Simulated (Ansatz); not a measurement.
**C2H2BFO2: single point from an input written key by key**

Wanted for C2H2BFO2: a single point from an input written key by key.

Program: Ansatz 0.2.0, driven from Python. Level of theory: B3LYP/def2-SVP. These are calculated values, not measurements.

### Step 1. Starting point

Bond lengths: O1–B2 1.509 Å, B2–F3 1.432 Å, B2–C4 1.480 Å, C4–C5 1.422 Å, C4–O6 1.446 Å, C5–O6 1.400 Å, O1–H7 1.023 Å, C5–H8 1.049 Å. Angles: O1–B2–F3 120.3°, O1–B2–C4 120.2°, F3–B2–C4 119.5°, B2–O1–H7 100.7°, B2–C4–C5 151.8°, B2–C4–O6 149.8°, C5–C4–O6 58.4°, C4–C5–O6 61.6°, C4–C5–H8 146.6°, O6–C5–H8 151.7°, C4–O6–C5 59.9°.

No structure file is read: the coordinates are typed or built in the script.

### Step 2. The code

File c2h2bfo2.py:

```python
# -*- coding: utf-8 -*-
import ansatz as az
import numpy as np

deck = {
    'crystal': {
        'periodic': [False, False, False],
        'atoms': [
            {'symbol': 'O', 'position_ang': [1.9429, -0.2673, -0.3114]},
            {'symbol': 'B', 'position_ang': [0.852, 0.4137, 0.479]},
            {'symbol': 'F', 'position_ang': [1.181, 1.4098, 1.4532]},
            {'symbol': 'C', 'position_ang': [-0.5629, 0.0298, 0.2799]},
            {'symbol': 'C', 'position_ang': [-1.5753, -0.7296, -0.368]},
            {'symbol': 'O', 'position_ang': [-1.9588, 0.1802, 0.6246]},
            {'symbol': 'H', 'position_ang': [2.0118, 0.3581, -1.1183]},
            {'symbol': 'H', 'position_ang': [-1.7985, -1.4519, -1.0948]},
        ],
    },
    'basis': {'gaussian': {'orbitals': 'def2-SVP'}},
    'hamiltonian': {'xc': 'b3lyp'},
    'output': {'forces': True},
}
session = az.Session.from_dict(deck)
rep = session.plan(threads=1).execute().report

for key in ('converged', 'free_energy_ev', 'reference_energy_ev', 'n_frozen', 'n_occupied', 'n_virtual'):
    print(f'{key:22s} {rep[key]}')
symbols = ['O', 'B', 'F', 'C', 'C', 'O', 'H', 'H']
field = rep['mean_field']
print('<S^2> =', round(abs(field['state']['spin_squared']), 4), ' all-electron relativity setting:', field['relativity'])
print('passes:', field['passes'])
if 'symmetry' in field:
    print('occupied orbitals by irrep:', field['symmetry']['occupied'])

forces = np.array(rep['forces_ev_ang'])
print('largest force', round(float(np.linalg.norm(forces, axis=1).max()), 4), 'eV/A, rms', round(float(np.sqrt((forces ** 2).mean())), 4))
charges = rep['charge_distribution']
print('dipole moment', round(4.803205 * float(np.linalg.norm(charges['dipole_moment_e_ang'])), 3), 'D')
print('Mulliken:', [(s, round(q, 3)) for s, q in zip(symbols, charges['mulliken_charges_e'])])
```

### Step 3. Running it

Command:

```bash
> python c2h2bfo2.py
```

The runs that follow: The same input on the command line.

Q: Predict the main results. Wanted: total energy; largest force; dipole moment.

**Answer**, as computed:

```
     quantity          value
 total energy  -9583.9435 eV
largest force     9.090 eV/Å
dipole moment         4.26 D
```

In words: Forces reach 9.09 eV/Å, so the atoms aren't at rest. Caveats:
- Total energies depend on the basis set; only differences at equal settings carry meaning.
- The geometry is a force-field or estimated start, not a minimum of this method, and the basis set is short of its limit.
- b3lyp holds the VWN-RPA fit, as in Gaussian; the form of ORCA and Turbomole is b3lyp5.
